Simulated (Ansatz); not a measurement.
**BrH5SSi2: how energies converge with the basis set**

One table from this session's results is given with a row withheld; the runs are named, their logs left out.

Computed with Ansatz 0.2.0, Gaussian basis. Level: one geometry, several basis sets.

The runs, in order: PBE0-D4/def2-SVP; ωB97M-V/def2-SVP; PBE0-D4/def2-QZVPP; ωB97M-V/def2-QZVPP; the functionals' def2-TZVPP values are taken from earlier runs.

## The relaxed structure

An earlier PBE0-D4 in a triple-zeta def2 set relaxation fixed the geometry.

SMILES `[SiH3][SiH](S)Br`, 9 atoms, charge 0, spin multiplicity 1.

Atoms are counted from 1 here; the program's logs count them from 0.

Bond lengths: Si1–Si2 2.336 Å, Si1–H5 1.485 Å, Si1–H6 1.485 Å, Si1–H7 1.486 Å, Si2–S3 2.128 Å, Si2–Br4 2.235 Å, Si2–H8 1.483 Å, S3–H9 1.344 Å. Angles: Si2–Si1–H5 108.7°, Si2–Si1–H6 108.7°, Si2–Si1–H7 110.1°, H5–Si1–H6 109.8°, H5–Si1–H7 109.7°, H6–Si1–H7 109.7°, Si1–Si2–S3 107.6°, Si1–Si2–Br4 108.0°, Si1–Si2–H8 114.0°, S3–Si2–Br4 112.3°, S3–Si2–H8 109.8°, Br4–Si2–H8 105.3°, Si2–S3–H9 94.9°.

The first run:

File in.yaml:

```yaml
crystal:
  periodic: [false, false, false]
  atoms:
    - {symbol: Si, position_ang: [-0.532369, 1.243102, -0.805920]}
    - {symbol: Si, position_ang: [0.344528, -0.727928, 0.090134]}
    - {symbol: S, position_ang: [0.601809, -0.424651, 2.181010]}
    - {symbol: Br, position_ang: [-1.087356, -2.384918, -0.357140]}
    - {symbol: H, position_ang: [-0.787693, 1.036413, -2.254351]}
    - {symbol: H, position_ang: [-1.806063, 1.557088, -0.109503]}
    - {symbol: H, position_ang: [0.429834, 2.360832, -0.620215]}
    - {symbol: H, position_ang: [1.630795, -1.146303, -0.517796]}
    - {symbol: H, position_ang: [1.294914, -1.559935, 2.376681]}
basis:
  gaussian: {orbitals: def2-SVP}
hamiltonian: {xc: pbe0, dispersion: d4}
output: {orbitals: {seedname: orbitals}}
```

Command:

```console
> ansatz run in.yaml --threads 4 --pin off --events-out ev --progress --plain --max-ram 10444MiB
```

Among the steps run: PBE0-D4 in def2-SVP; ωB97M-V in def2-SVP; PBE0-D4 in def2-QZVPP; ωB97M-V in def2-QZVPP.

One of the session's tables, all rows but one given; the rest of the session is left out.

It belongs to the step «Density functionals: the series». 

```
functional       basis  HOMO (eV)
   PBE0-D4    def2-SVP          ?
   PBE0-D4  def2-TZVPP      -7.81
   PBE0-D4  def2-QZVPP      -7.84
   ωB97M-V    def2-SVP      -9.85
   ωB97M-V  def2-TZVPP      -9.98
   ωB97M-V  def2-QZVPP     -10.01
```

Estimate the missing values for PBE0-D4, def2-SVP.

As computed: HOMO (eV): -7.72. In the column «HOMO (eV)» it is the highest.
